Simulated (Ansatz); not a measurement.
AlH5SeSi, SMILES [AlH2][Se][SiH3], a ladder of methods at one geometry

Run with Ansatz 0.2.0, Python API.

`run_methods.py`:
```python
"""AlH5SeSi at several levels of theory."""

import argparse

import ansatz as az
from ase import Atoms

parser = argparse.ArgumentParser(description="AlH5SeSi at several levels of theory.")
parser.add_argument("--basis", required=True, help="Gaussian basis set")
args = parser.parse_args()

atoms = Atoms(["Al", "Se", "Si", "H", "H", "H", "H", "H"], positions=[
    (-0.5908, 1.0003, -1.4064),
    (0.295, -1.1618, -1.2414),
    (0.4764, -0.9107, 1.0032),
    (-2.1415, 1.265, -1.2759),
    (0.322, 2.298, -1.6411),
    (1.0945, -2.118, 1.5877),
    (-0.7884, -0.6786, 1.6168),
    (1.425, 0.2488, 1.3013),
])
geometry = az.Crystal.molecule_from_ase(atoms)

base = geometry.calculation().basis(gaussian=args.basis)

methods = ["mp2", "ccsd", "ccsd_t"]
reports = [base.correlation(m).run().report for m in methods]
print(f"Hartree-Fock reference {reports[0]['reference_energy_ev'] / 27.211386246:.6f} Ha")
best = reports[-1]["free_energy_ev"] - reports[-1]["reference_energy_ev"]
for method, each in zip(methods, reports):
    gained = each["free_energy_ev"] - each["reference_energy_ev"]
    print(f"{method:8s} total {each['free_energy_ev'] / 27.211386246:.6f} Ha  correlation {gained:9.4f} eV  ({100 * gained / best:.1f} % of the last)")
```

```console
$ python run_methods.py --basis def2-SVP
Hartree-Fock reference -2933.181122 Ha
mp2      total -2933.584450 Ha  correlation  -10.9751 eV  (88.9 % of the last)
ccsd     total -2933.623553 Ha  correlation  -12.0392 eV  (97.5 % of the last)
ccsd_t   total -2933.634798 Ha  correlation  -12.3452 eV  (100.0 % of the last)
```

Caveats:
- Total energies depend on the basis set; only differences at equal settings carry meaning.
- The geometry is a force-field or estimated start, not a minimum of this method, and the basis set is short of its limit. A lower total doesn't mark the better method: functionals have no common bound, and MP2 and coupled cluster aren't variational.
- Inner cores stay frozen; a filled d shell under the valence of the heavier atoms is correlated with it.
- Timing: 16 s on 1 thread of Intel(R) Xeon(R) Processor @ 2.30GHz, on a shared host, peak memory 0.39 GiB.
